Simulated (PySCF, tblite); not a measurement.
# C₆H₁₀B₂S: geometry, infrared bands and NMR shifts

Aim: predict the infrared bands and NMR shifts of C₆H₁₀B₂S (`Bc1sccc1B(C)C`).

Computed with tblite 0.8.0 and PySCF 2.14.0, with density-fitted response routines of our own, on a single molecule in the gas phase. Atoms count from 0, in the outputs and in this text.

### Step 1. Starting geometry

19 atoms, charge 0, multiplicity 1; geometry from: force field or distance geometry start.

Bonds of the start (Å): B0–C1 1.58, C1–S2 1.70, S2–C3 1.85, C3–C4 1.36, C4–C5 1.35, C5–B6 1.58, B6–C7 1.61, B6–C8 1.58, C5–C1 1.37, B0–H9 1.19, B0–H10 1.21, C3–H11 1.09, C4–H12 1.11, C7–H13 1.11, C7–H14 1.10, C7–H15 1.12, C8–H16 1.13, C8–H17 1.13, C8–H18 1.10.

### Step 2. Relaxing the molecule with GFN2-xTB

Job settings and geometry (Å):

```
{"job": {"kind": "relax", "xc": "GFN2-xTB", "basis": "xTB"}, "charge": 0, "multiplicity": 1}
B      1.925500    -1.895400    -0.219200
C      1.733700    -0.332200    -0.072700
S      3.022900     0.763100     0.119800
C      1.867500     2.199800     0.201900
C      0.618400     1.669500     0.101200
C      0.537500     0.326000    -0.054600
B     -0.827500    -0.454200    -0.206100
C     -1.533200    -0.740700     1.213400
C     -1.812700    -0.038900    -1.374100
H      3.014800    -2.344300    -0.083200
H      1.065300    -2.636100     0.193600
H      2.091000     3.253500     0.335700
H     -0.286900     2.315300     0.127200
H     -0.840400    -0.495300     2.050200
H     -1.880400    -1.778700     1.269900
H     -2.412900    -0.066300     1.366800
H     -2.251100     0.988200    -1.198200
H     -2.715100    -0.719300    -1.418000
H     -1.326400    -0.004900    -2.361100
```

Command:

```sh
$ OMP_NUM_THREADS=1 python probes_run.py task.json out
```

The driver reads the jobs from task.json and runs them one after another.

**Question.** This job is followed by: GFN2-xTB harmonic vibrations, gas phase; GIAO PBE0/pcSseg-1 NMR shielding, non-relativistic, gas phase. What will the session give for the following? strongest single infrared mode (GFN2-xTB); zero-point energy (GFN2-xTB); 13C shifts against TMS (PBE0/pcSseg-1, means over atoms taken as alike); 1H shifts against TMS (PBE0/pcSseg-1, means over atoms taken as alike); 11B shifts against BF3·OEt2 (PBE0/pcSseg-1); 33S shifts against CS2 (PBE0/pcSseg-1).

As calculated:

| quantity | value |
| --- | --- |
| strongest single infrared mode (GFN2-xTB) | 2634 cm⁻¹, 134 km/mol |
| zero-point energy (GFN2-xTB) | 89.4 kcal/mol |
| 13C shifts against TMS (PBE0/pcSseg-1, means over atoms taken as alike) | 179.9, 161.2, 151.8, 134.9, 20.7 ppm |
| 1H shifts against TMS (PBE0/pcSseg-1, means over atoms taken as alike) | 8.00, 7.34, 6.80, 1.33 ppm |
| 11B shifts against BF3·OEt2 (PBE0/pcSseg-1) | 85.3, 59.9 ppm |
| 33S shifts against CS2 (PBE0/pcSseg-1) | 313 ppm |

**Reading.** Relaxing lowered the energy by 1.154 eV in 191 steps; the close pair that moved most is S2–C3, from 1.845 to 1.707 Å. All 51 modes are real, so the xTB geometry is a minimum. The strongest single mode, at 2634 cm⁻¹, moves mainly H9 and H10. Unscaled tight-binding wavenumbers are off by several per cent, some by more. Its intensities can rank the bands wrongly. At PBE0/pcSseg-1: The widest tensor belongs to S2: span 314 ppm, with a paramagnetic part of -866 ppm. NICS(1)zz of -27 ppm above the planar ring from C1 marks a diatropic (aromatic) ring current.
